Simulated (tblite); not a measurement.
# C5H5NO2Si: the cost of one run

Programs: tblite 0.8.0 and PySCF 2.14.0, with density-fitted response routines of our own. Each step states its level of theory. These are calculated values for one molecule in the gas phase, unless marked as measured. Atoms count from 0, in the outputs and in this text.

## 1. Starting geometry

14 atoms, charge 0, multiplicity 1; geometry from: force field or distance geometry start.

Bonds of the start (Å): N0–C1 1.15, C1–Si2 1.90, Si2–C3 1.88, C3–O4 1.24, Si2–C5 1.85, C5–C6 1.35, C6–C7 1.48, C7–O8 1.23, Si2–H9 1.50, C3–H10 1.09, C5–H11 1.09, C6–H12 1.09, C7–H13 1.10.

## 2. Relaxing the molecule with GFN2-xTB

The job: settings as JSON, then the geometry in Å.

```
{"job": {"kind": "relax", "xc": "GFN2-xTB", "basis": "xTB"}, "charge": 0, "multiplicity": 1}
N     -2.277300     2.507800    -0.150300
C     -1.849200     1.469300     0.089500
Si    -1.134900    -0.233200     0.552900
C     -1.310900    -1.420400    -0.896300
O     -1.377800    -2.629700    -0.645800
C      0.599200    -0.098100     1.182200
C      1.731500     0.236600     0.529500
C      1.837800     0.579600    -0.905900
O      0.881800     0.527800    -1.673400
H     -1.925800    -0.740000     1.721900
H     -1.347000    -1.000000    -1.902400
H      0.655600    -0.336600     2.244500
H      2.671300     0.267700     1.077700
H      2.845000     0.868800    -1.246400
```

On the command line:

```
> OMP_NUM_THREADS=1 python probes_run.py task.json out
```

The driver reads the jobs from task.json and runs them one after another.

Q: Estimate the wall time and peak memory of this first job on 1 thread of Intel Xeon at 2.50GHz, shared host.

About 2.5 s, with a peak of 0.18 GiB.
